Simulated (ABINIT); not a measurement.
# In2S (P-4m2) in ABINIT: single point with LDA

Aim: the single point of In2S with LDA.

Program: ABINIT 10.8.3 (patched build). These are calculated values, not measurements. Logs are shortened: lines on timing, memory, paths and dates and some standing lists are left out, and cuts for length are marked. The log counts tension as positive stress, the text compression.

### 1 The cell of the first run

The structure is tetragonal, space group P-4m2 (No. 115). The conventional cell has a = 3.890 Å, b = 3.890 Å, c = 5.361 Å, α = 90.00°, β = 90.00°, γ = 90.00°. Around In (site symmetry 2mm) lie 2 S at 2.66 Å. Around S (site symmetry -4m2) lie 4 In at 2.66 Å.

The cell was built by a generator and needn't be a form met in nature.

### 2 Single point, LDA (cell squeezed)

The input, run.abi:

```
# Pseudopotentials
pp_dirpath "./"
pseudos "In.LDA_PW-JTH.xml, S.LDA_PW-JTH.xml"

# Structure
acell 7.3505978575 7.3505978575 10.1317585394
rprim
     1.0000000000     0.0000000000     0.0000000000
     0.0000000000     1.0000000000     0.0000000000
     0.0000000000     0.0000000000     1.0000000000
ntypat 2
znucl 49 16
natom 3
typat 1 1 2
xred
     0.5000000000     0.0000000000     0.6611500000
     0.0000000000     0.5000000000     0.3388500000
     0.0000000000     0.0000000000     0.0000000000
chkprim 0
chksymtnons 0
tolsym 1.0e-6

# Plane-wave basis
ecut 435.382180 eV
pawecutdg 32.0

# k points
kptopt 1
ngkpt 5 5 4
nshiftk 1
shiftk 0.0 0.0 0.0

# Exchange and correlation
ixc 7

# Bands and occupations
nband 20
occopt 3
tsmear 0.05 eV

# SCF cycle
nstep 100
tolvrs 1.0e-9

# Output
iomode 3
prtwf 0
prtden 0
prteig 0
prtebands 0
prtvol 2
```

Potentials or basis: JTH PAW LDA v2.0.

Launch:

```
$ abinit run.abi > log 2>&1
```

run.abo:

```text
.Version 10.8.3 of ABINIT
 Symmetries : space group P-4 m 2 (#115); Bravais tP (primitive tetrag.)
================================================================================
 Values of the parameters that define the memory need of the present run
     intxc =       0    ionmov =       0      iscf =      17    lmnmax =      18
     lnmax =       6     mgfft =      40  mpssoang =       3    mqgrid =    3001
     natom =       3  nloc_mem =       2    nspden =       1   nspinor =       1
    nsppol =       1      nsym =       8    n1xccc =       1    ntypat =       2
    occopt =       3   xclevel =       1
       mpw =        1679          nfft =       36000          nkpt =          18
 PAW method is used; the additional fine FFT grid is defined by:
   mgfftf=        54    nfftf =     86400
================================================================================
================================================================================

--------------------------------------------------------------------------------
------------- Echo of variables that govern the present computation ------------
--------------------------------------------------------------------------------
 -outvars: echo values of preprocessed input variables --------
            acell      7.3505978575E+00  7.3505978575E+00  1.0131758539E+01 Bohr
              amu      1.14820000E+02  3.20660000E+01
          chkprim           0
      chksymtnons           0
             ecut      1.60000000E+01 Hartree
              ixc           7
         kptrlatt        5    0    0      0    5    0      0    0    4
          kptrlen      3.67529893E+01
            natom           3
            nband          20
            ngfft          30      30      40
          ngfftdg          40      40      54
             nkpt          18
            nstep         100
             nsym           8
           ntypat           2
           occopt           3
        pawecutdg      3.20000000E+01 Hartree
           prtden           0
        prtebands           0
           prteig           0
           prtvol           2
            prtwf           0
          spgroup         115
           tolsym      1.00000000E-06
           tolvrs      1.00000000E-09
           tsmear      1.83746611E-03 Hartree
            typat      1  1  2
           useylm           1
           xangst      1.9448844350E+00  0.0000000000E+00  3.5447528965E+00
                       0.0000000000E+00  1.9448844350E+00  1.8167428253E+00
                       0.0000000000E+00  0.0000000000E+00  0.0000000000E+00
            xcart      3.6752989288E+00  0.0000000000E+00  6.6986121583E+00
                       0.0000000000E+00  3.6752989288E+00  3.4331463811E+00
                       0.0000000000E+00  0.0000000000E+00  0.0000000000E+00
             xred      5.0000000000E-01  0.0000000000E+00  6.6115000000E-01
                       0.0000000000E+00  5.0000000000E-01  3.3885000000E-01
                       0.0000000000E+00  0.0000000000E+00  0.0000000000E+00
            znucl       49.00000   16.00000

================================================================================

 chkinp: Checking input parameters for consistency.

================================================================================
== DATASET  1 ==================================================================

--- !DatasetInfo
iteration_state: {dtset: 1, }
dimensions: {natom: 3, nkpt: 18, mband: 20, nsppol: 1, nspinor: 1, nspden: 1, mpw: 1679, }
cutoff_energies: {ecut:  16.0, pawecutdg:  32.0, }
electrons: {nelect:   3.20000000E+01, charge:   0.00000000E+00, occopt:   3.00000000E+00, tsmear:   1.83746611E-03, }
meta: {optdriver: 0, ionmov: 0, optcell: 0, iscf: 17, paral_kgb: 0, }
...

 Exchange-correlation functional for the present dataset will be:
  LDA: Perdew-Wang 92 LSD fit to Ceperley-Alder data - ixc=7
  J.P.Perdew and Y.Wang, PRB 45, 13244 (1992)

 Real(R)+Recip(G) space primitive vectors, cartesian coordinates (Bohr,Bohr^-1):
 R(1)=  7.3505979  0.0000000  0.0000000  G(1)=  0.1360434  0.0000000  0.0000000
 R(2)=  0.0000000  7.3505979  0.0000000  G(2)=  0.0000000  0.1360434  0.0000000
 R(3)=  0.0000000  0.0000000 10.1317585  G(3)=  0.0000000  0.0000000  0.0986995
 Unit cell volume ucvol=  5.4743197E+02 bohr^3
 Angles (23,13,12)=  9.00000000E+01  9.00000000E+01  9.00000000E+01 degrees
[... 170 lines left out ...]
  2.63E-13 2.03E-14 1.43E-14 1.13E-14 1.53E-14 3.97E-14 1.04E-14 1.74E-14
  3.31E-14 1.42E-14 7.59E-13 3.11E-13 3.36E-13 2.54E-13 1.52E-13 1.35E-13
  1.11E-13 1.64E-13 1.91E-12 3.51E-10
 reduced coordinates (array xred) for    3 atoms
       0.500000000000      0.000000000000      0.661150000000
       0.000000000000      0.500000000000      0.338850000000
       0.000000000000      0.000000000000      0.000000000000
 rms dE/dt=  3.8052E-03; max dE/dt=  8.0721E-03; dE/dt below (all hartree)
    1       0.000000000000      0.000000000000      0.008072074457
    2       0.000000000000      0.000000000000     -0.008072074457
    3       0.000000000000      0.000000000000      0.000000000000

 cartesian coordinates (angstrom) at end:
    1      1.94488443503128     0.00000000000000     3.54475289645818
    2      0.00000000000000     1.94488443503128     1.81674282532686
    3      0.00000000000000     0.00000000000000     0.00000000000000

 cartesian forces (hartree/bohr) at end:
    1     -0.00000000000000    -0.00000000000000    -0.00079671010968
    2     -0.00000000000000    -0.00000000000000     0.00079671010968
    3     -0.00000000000000    -0.00000000000000    -0.00000000000000
 frms,max,avg= 3.7557275E-04 7.9671011E-04   0.000E+00  0.000E+00  0.000E+00 h/b

 cartesian forces (eV/Angstrom) at end:
    1     -0.00000000000000    -0.00000000000000    -0.04096848104667
    2     -0.00000000000000    -0.00000000000000     0.04096848104667
    3     -0.00000000000000    -0.00000000000000    -0.00000000000000
 frms,max,avg= 1.9312727E-02 4.0968481E-02   0.000E+00  0.000E+00  0.000E+00 e/A
 length scales=  7.350597857500  7.350597857500 10.131758539400 bohr
              =  3.889768870063  3.889768870063  5.361495721785 angstroms
 Fermi (or HOMO) energy (hartree) =   0.15922   Average Vxc (hartree)=  -0.35826
 Eigenvalues (hartree) for nkpt=  18  k points:
 kpt#   1, nband= 20, wtk=  0.01000, kpt=  0.0000  0.0000  0.0000 (reduced coord)
  -0.37431   -0.36471   -0.36457   -0.36457   -0.36370   -0.36083   -0.35840   -0.35723
  -0.35723   -0.35556   -0.31496   -0.07367   -0.03571    0.07555    0.07555    0.22325
   0.23873    0.30342    0.30342    0.34571
      occupation numbers for kpt#   1
   2.00000    2.00000    2.00000    2.00000    2.00000    2.00000    2.00000    2.00000
   2.00000    2.00000    2.00000    2.00000    2.00000    2.00000    2.00000    0.00000
   0.00000    0.00000    0.00000    0.00000
 kpt#   2, nband= 20, wtk=  0.04000, kpt=  0.2000  0.0000  0.0000 (reduced coord)
  -0.37288   -0.36648   -0.36545   -0.36487   -0.36247   -0.36116   -0.35931   -0.35676
  -0.35673   -0.35564   -0.30800   -0.06701   -0.02949    0.04453    0.08073    0.18865
   0.24210    0.26300    0.31049    0.35712
      occupation numbers for kpt#   2
   2.00000    2.00000    2.00000    2.00000    2.00000    2.00000    2.00000    2.00000
   2.00000    2.00000    2.00000    2.00000    2.00000    2.00000    2.00000    0.00000
   0.00000    0.00000    0.00000    0.00000
 kpt#   3, nband= 20, wtk=  0.04000, kpt=  0.4000  0.0000  0.0000 (reduced coord)
[... 112 lines left out ...]
  -0.37416   -0.36729   -0.36612   -0.36343   -0.36134   -0.36034   -0.35912   -0.35839
  -0.35761   -0.35589   -0.28410   -0.07004   -0.02378    0.04181    0.05198    0.13721
   0.23261    0.25590    0.28200    0.31746
      occupation numbers for kpt#  17
   2.00000    2.00000    2.00000    2.00000    2.00000    2.00000    2.00000    2.00000
   2.00000    2.00000    2.00000    2.00000    2.00000    2.00000    2.00000    1.99999
   0.00000    0.00000    0.00000    0.00000
 kpt#  18, nband= 20, wtk=  0.04000, kpt=  0.4000  0.4000  0.5000 (reduced coord)
  -0.37370   -0.36722   -0.36570   -0.36287   -0.36184   -0.36029   -0.36027   -0.35796
  -0.35784   -0.35683   -0.27291   -0.04073   -0.01739    0.00830    0.07421    0.09697
   0.16741    0.22546    0.26678    0.33799
      occupation numbers for kpt#  18
   2.00000    2.00000    2.00000    2.00000    2.00000    2.00000    2.00000    2.00000
   2.00000    2.00000    2.00000    2.00000    2.00000    2.00000    2.00000    2.00000
   0.02288    0.00000    0.00000    0.00000
 Total charge density [el/Bohr^3]
)     Maximum=    3.6917E+00  at reduced coord.    0.5000    0.0000    0.6667
)Next maximum=    3.6917E+00  at reduced coord.    0.0000    0.5000    0.3333
)     Minimum=   -2.1192E-01  at reduced coord.    0.0000    0.0000    0.0000
)Next minimum=   -1.8175E-01  at reduced coord.    0.0250    0.0000    0.0000
   Integrated=    3.2000E+01

--- !EnergyTerms
iteration_state     : {dtset: 1, }
comment             : Components of total free energy in Hartree
kinetic             :  3.24123237451045E+01
hartree             :  4.49673710154274E+01
xc                  : -1.86001909638033E+01
Ewald energy        : -8.87631041988729E+01
psp_core            :  3.06900318393669E+00
local_psp           : -1.24321900613839E+02
PAW spherical_terms :  2.44937011141591E+01
internal            : -1.26742796717887E+02
'-kT*entropy'       : -1.57421075420343E-04
total_energy        : -1.26742954138962E+02
total_energy_eV     : -3.44885147903196E+03
...

--- !EnergyTermsDC
iteration_state     : {dtset: 1, }
comment             : '"Double-counting" decomposition of free energy'
band_energy         : -7.49534797162742E+00
Ewald energy        : -8.87631041988729E+01
psp_core            :  3.06900318393669E+00
xc_dc               : -5.03277805838214E+01
PAW spherical_terms :  1.67744410613259E+01
internal            : -1.26742788509059E+02
'-kT*entropy'       : -1.57421075420343E-04
total_energy_dc     : -1.26742945930135E+02
total_energy_dc_eV  : -3.44885125565838E+03
...

--- !EnergyTermsWithPAWCore
iteration_state     : {dtset: 1, }
comment             : 'Components of total free energy, including PAW core contributions'
Total energy        : -1.21511400213769E+04
Total energy DC     : -1.21511400131680E+04
Total energy (eV)   : -3.30649364450684E+05
Total energy DC (eV): -3.30649364227310E+05
...

 Cartesian components of stress tensor (hartree/bohr^3)
  sigma(1 1)=  9.48199282E-05  sigma(3 2)=  0.00000000E+00
  sigma(2 2)=  9.48199282E-05  sigma(3 1)=  0.00000000E+00
  sigma(3 3)=  1.15238453E-04  sigma(2 1)=  0.00000000E+00

-Cartesian components of stress tensor (GPa)         [Pressure= -2.9899E+00 GPa]
- sigma(1 1)=  2.78969860E+00  sigma(3 2)=  0.00000000E+00
- sigma(2 2)=  2.78969860E+00  sigma(3 1)=  0.00000000E+00
- sigma(3 3)=  3.39043234E+00  sigma(2 1)=  0.00000000E+00

== END DATASET(S) ==============================================================
================================================================================

 -outvars: echo values of variables after computation  --------
            acell      7.3505978575E+00  7.3505978575E+00  1.0131758539E+01 Bohr
           etotal     -1.2674294593E+02
            fcart     -0.0000000000E+00 -0.0000000000E+00 -7.9671010968E-04
                      -0.0000000000E+00 -0.0000000000E+00  7.9671010968E-04
                      -0.0000000000E+00 -0.0000000000E+00 -2.6576286956E-29
           strten      9.4819928218E-05  9.4819928218E-05  1.1523845290E-04
                       0.0000000000E+00  0.0000000000E+00  0.0000000000E+00
           xangst      1.9448844350E+00  0.0000000000E+00  3.5447528965E+00
                       0.0000000000E+00  1.9448844350E+00  1.8167428253E+00
                       0.0000000000E+00  0.0000000000E+00  0.0000000000E+00
             xred      5.0000000000E-01  0.0000000000E+00  6.6115000000E-01
                       0.0000000000E+00  5.0000000000E-01  3.3885000000E-01
                       0.0000000000E+00  0.0000000000E+00  0.0000000000E+00
 Calculation completed.
```

It took 21 s on 1 thread of Arm Neoverse V1, shared host; peak memory 0.09 GiB.

What came out:

| Property | Result |
| --- | --- |
| Free energy | -3448.8513 eV |
| Largest force | 0.041 eV/Å |
| Band gap on the k mesh | none (metal or under the smearing width) |
| Valence electrons inside the program's atomic spheres | In 11.13; S 3.54 |

Forces on the atoms (eV/Å):
```
In   0.000  0.000 -0.041
In   0.000  0.000  0.041
S    0.000  0.000  0.000
```

Caveat: the cutoff is too short for stress, so the log's stress isn't used.
